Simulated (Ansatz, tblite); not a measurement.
**The cluster HfH4O4: rung by rung**

How do method and basis change the picture of the cluster HfH4O4 (singlet)?

Method: as each input shows; program: Ansatz 0.2.0, Gaussian basis.

Levels to be run: GFN1-xTB, GFN2-xTB, PBE-D4/def2-TZVP, r2SCAN-D4/def2-TZVP, BLYP-D4/def2-TZVP, r2SCANh-D4/def2-TZVP, HSE06-D4/def2-TZVP, r2SCAN0-D4/def2-TZVP, revPBE-D4/def2-TZVP, LDA/def2-TZVP, B3LYP-D4/def2-TZVP, PBE-D4/def2-SVP, PBE0-D4/def2-SVP, PBE0-D4/def2-TZVPD, PBE-D4/def2-TZVPD, r2SCAN-D4/def2-TZVPD, CCSD(T)/def2-TZVP, RPA/def2-TZVP.

1 further run of the same task is left out (set aside as unsound or not needed).

**1. The geometry**

The singlet was relaxed beforehand with r2SCAN-D4/def2-SVP. At that level it is the lowest of the isomers that a small search found.

9 atoms, charge 0, spin multiplicity 1.

Bond lengths: Hf1–O2 2.298 Å, Hf1–O3 1.934 Å, Hf1–O4 2.040 Å, Hf1–O5 1.921 Å, Hf1–H8 1.864 Å, O2–O4 1.483 Å, O2–H6 0.974 Å, O3–H7 0.958 Å, O5–H9 0.958 Å. Angles: O2–Hf1–O3 94.9°, O2–Hf1–O4 39.4°, O2–Hf1–O5 143.3°, O2–Hf1–H8 88.8°, O3–Hf1–O4 111.7°, O3–Hf1–O5 113.3°, O3–Hf1–H8 108.1°, O4–Hf1–O5 105.5°, O4–Hf1–H8 114.6°, O5–Hf1–H8 103.3°, Hf1–O2–O4 60.9°, Hf1–O2–H6 116.5°, O4–O2–H6 102.1°, Hf1–O3–H7 158.5°, Hf1–O4–O2 79.7°, Hf1–O5–H9 176.8°.

Hf takes a core potential in the def2 sets. No spin-orbit coupling is included.

PBE0-D4/def2-TZVP was run before; its log isn't repeated, and its numbers join the tables.

**2. GFN1-xTB**

Tight binding, by tblite at 300 K electronic temperature and without a spin-polarisation term:

```python
tblite.interface.Calculator('GFN1-xTB', numbers, positions, charge=0, uhf=0).singlepoint()
```

Energy -602.5872 eV, HOMO -11.95 eV, LUMO -7.88 eV; 0.004 s.

**3. GFN2-xTB**

Tight binding, by tblite at 300 K electronic temperature and without a spin-polarisation term:

```python
tblite.interface.Calculator('GFN2-xTB', numbers, positions, charge=0, uhf=0).singlepoint()
```

Energy -539.3180 eV, HOMO -11.18 eV, LUMO -6.59 eV; 0.003 s.

**4. PBE-D4/def2-TZVP**

start.molden holds the orbitals of an earlier run on this state, given as this run's starting guess.

in.yaml

```yaml
crystal:
  periodic: [false, false, false]
  atoms:
    - {symbol: Hf, position_ang: [0.376090, 0.065492, 0.028771]}
    - {symbol: O, position_ang: [-0.719230, -1.948045, 0.188772]}
    - {symbol: O, position_ang: [-0.681521, 0.709511, -1.456819]}
    - {symbol: O, position_ang: [-0.747717, -1.017367, 1.342540]}
    - {symbol: O, position_ang: [1.164734, 1.476028, 1.067128]}
    - {symbol: H, position_ang: [-1.652846, -1.957603, -0.088980]}
    - {symbol: H, position_ang: [-1.110798, 1.337091, -2.040330]}
    - {symbol: H, position_ang: [1.853103, -0.839057, -0.660357]}
    - {symbol: H, position_ang: [1.518195, 2.173961, 1.619266]}
basis:
  gaussian: {orbitals: def2-TZVP, initial_orbitals: start.molden}
hamiltonian: {xc: pbe, dispersion: d4}
scf: {omitted_lower_state_checks: [starts]}
output: {orbitals: {seedname: orbitals}}
```

On the command line:

```sh
> ansatz run in.yaml --threads 4 --pin off --events-out ev --progress --plain --max-ram 3916MiB
```

The runs that follow: r2SCAN-D4/def2-TZVP; BLYP-D4/def2-TZVP; r2SCANh-D4/def2-TZVP; HSE06-D4/def2-TZVP; r2SCAN0-D4/def2-TZVP; revPBE-D4/def2-TZVP; LDA/def2-TZVP; B3LYP-D4/def2-TZVP; PBE-D4/def2-SVP; PBE0-D4/def2-SVP; PBE0-D4/def2-TZVPD; PBE-D4/def2-TZVPD; r2SCAN-D4/def2-TZVPD; CCSD(T)/def2-TZVP; RPA/def2-TZVP.

Q: Predict the results of all the runs planned. Wanted: gap in def2-TZVP, named functionals, smallest and largest; correlation energy, CCSD(T)/def2-TZVP; binding an atom, CCSD(T)/def2-TZVP; PBE0 total energy, smallest basis above largest.

As calculated:

| quantity | value |
| --- | --- |
| gap in def2-TZVP, named functionals, smallest and largest | 4.04 eV (LDA), 7.59 eV (r2SCAN0-D4) |
| correlation energy, CCSD(T)/def2-TZVP | -35.51 eV |
| binding an atom, CCSD(T)/def2-TZVP | 3.872 eV |
| PBE0 total energy, smallest basis above largest | 10.51 eV (def2-SVP, def2-TZVPD) |

In words: Orbital gaps of the named functionals in def2-TZVP span 4.04 eV (LDA) to 7.59 eV (r2SCAN0-D4); exact exchange widens it. The functionals in def2-TZVP miss CCSD(T)/def2-TZVP by -0.029 (r2SCAN0-D4) to +0.830 eV (LDA) an atom. CCSD(T)/def2-TZVP isn't at the basis-set limit; small misses against it rank nothing.
